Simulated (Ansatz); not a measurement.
# C7H18CuPS: the cost of one run

Method: one geometry, several basis sets; program: Ansatz 0.2.0, Gaussian basis.

The runs, in order: PBE0-D4/def2-SVP; ωB97M-V/def2-SVP; PBE0-D4/def2-QZVPP; ωB97M-V/def2-QZVPP; the functionals' def2-TZVPP values are taken from earlier runs.

### Step 1. Structure used throughout

All runs share one geometry, relaxed beforehand with PBE0-D4 in a triple-zeta def2 set.

SMILES `CC[P+](CC)(CC)[Cu-][S]C`, 28 atoms, charge 0, spin multiplicity 1.

Atoms are counted from 1 here; the program's logs count them from 0.

Bond lengths: C1–C2 1.521 Å, C1–H11 1.093 Å, C1–H12 1.092 Å, C1–H13 1.092 Å, C2–P3 1.831 Å, C2–H14 1.094 Å, C2–H15 1.094 Å, P3–C4 1.833 Å, P3–C6 1.831 Å, P3–Cu8 2.194 Å, C4–C5 1.520 Å, C4–H16 1.094 Å, C4–H17 1.094 Å, C5–H18 1.092 Å, C5–H19 1.092 Å, C5–H20 1.092 Å, C6–C7 1.522 Å, C6–H21 1.094 Å and more. Angles: C2–C1–H11 111.0°, C2–C1–H12 110.8°, C2–C1–H13 111.6°, H11–C1–H12 108.1°, H11–C1–H13 107.7°, H12–C1–H13 107.5°, C1–C2–P3 112.4°, C1–C2–H14 110.1°, C1–C2–H15 111.4°, P3–C2–H14 106.2°, P3–C2–H15 109.4°, H14–C2–H15 106.9°, C2–P3–C4 104.9°, C2–P3–C6 103.7°, C2–P3–Cu8 113.4°, C4–P3–C6 104.4°, C4–P3–Cu8 114.4°, C6–P3–Cu8 114.8° and more.

Coordinates:

```xyz
28
charge 0, multiplicity 1
C    -1.0358   -0.4071   -2.3368
C    -0.7245    0.6604   -1.2990
P    -0.3736   -0.0507    0.3515
C    -1.9573   -0.8026    0.8874
C    -3.1923    0.0812    0.8277
C    -0.1811    1.4193    1.4261
C     1.1509    2.1231    1.2119
Cu    1.3334   -1.4294    0.3621
S     2.9768   -2.8052    0.3858
C     4.2713   -1.9853   -0.6016
H    -0.2336   -1.1471   -2.3903
H    -1.1527    0.0378   -3.3269
H    -1.9614   -0.9381   -2.1035
H     0.1710    1.2173   -1.5885
H    -1.5384    1.3874   -1.2168
H    -1.7815   -1.1619    1.9062
H    -2.0899   -1.7016    0.2788
H    -3.4029    0.4154   -0.1903
H    -4.0693   -0.4677    1.1776
H    -3.0894    0.9674    1.4569
H    -1.0180    2.1049    1.2627
H    -0.2553    1.0578    2.4565
H     1.2405    2.5190    0.1979
H     1.2595    2.9623    1.9020
H     1.9851    1.4373    1.3773
H     5.1399   -2.6458   -0.6243
H     4.5787   -1.0360   -0.1610
H     3.9500   -1.8122   -1.6295
```

### Step 2. PBE0-D4 in def2-SVP

in.yaml

```yaml
crystal:
  periodic: [false, false, false]
  atoms:
    - {symbol: C, position_ang: [-1.035785, -0.407086, -2.336821]}
    - {symbol: C, position_ang: [-0.724503, 0.660387, -1.299033]}
    - {symbol: P, position_ang: [-0.373592, -0.050679, 0.351479]}
    - {symbol: C, position_ang: [-1.957276, -0.802636, 0.887435]}
    - {symbol: C, position_ang: [-3.192279, 0.081238, 0.827679]}
    - {symbol: C, position_ang: [-0.181149, 1.419283, 1.426129]}
    - {symbol: C, position_ang: [1.150933, 2.123123, 1.211927]}
    - {symbol: Cu, position_ang: [1.333392, -1.429379, 0.362127]}
    - {symbol: S, position_ang: [2.976805, -2.805163, 0.385785]}
    - {symbol: C, position_ang: [4.271333, -1.985288, -0.601594]}
    - {symbol: H, position_ang: [-0.233600, -1.147085, -2.390283]}
    - {symbol: H, position_ang: [-1.152699, 0.037810, -3.326937]}
    - {symbol: H, position_ang: [-1.961428, -0.938100, -2.103460]}
    - {symbol: H, position_ang: [0.171036, 1.217327, -1.588496]}
    - {symbol: H, position_ang: [-1.538420, 1.387394, -1.216829]}
    - {symbol: H, position_ang: [-1.781537, -1.161945, 1.906175]}
    - {symbol: H, position_ang: [-2.089932, -1.701593, 0.278810]}
    - {symbol: H, position_ang: [-3.402944, 0.415419, -0.190316]}
    - {symbol: H, position_ang: [-4.069341, -0.467681, 1.177642]}
    - {symbol: H, position_ang: [-3.089367, 0.967392, 1.456891]}
    - {symbol: H, position_ang: [-1.017990, 2.104917, 1.262718]}
    - {symbol: H, position_ang: [-0.255289, 1.057791, 2.456528]}
    - {symbol: H, position_ang: [1.240524, 2.518975, 0.197914]}
    - {symbol: H, position_ang: [1.259482, 2.962335, 1.901950]}
    - {symbol: H, position_ang: [1.985084, 1.437319, 1.377279]}
    - {symbol: H, position_ang: [5.139911, -2.645838, -0.624272]}
    - {symbol: H, position_ang: [4.578685, -1.036030, -0.160968]}
    - {symbol: H, position_ang: [3.949965, -1.812196, -1.629461]}
basis:
  gaussian: {orbitals: def2-SVP}
hamiltonian: {xc: pbe0, dispersion: d4}
output: {orbitals: {seedname: orbitals}}
```

Run with:

```console
$ ansatz run in.yaml --threads 11 --pin off --events-out ev --progress --plain --max-ram 174080MiB --backend cpu
```

What time and memory should one allow on 11 threads of AMD EPYC 7R13, shared host?

About 4 s, with a peak of 1.8 GiB.
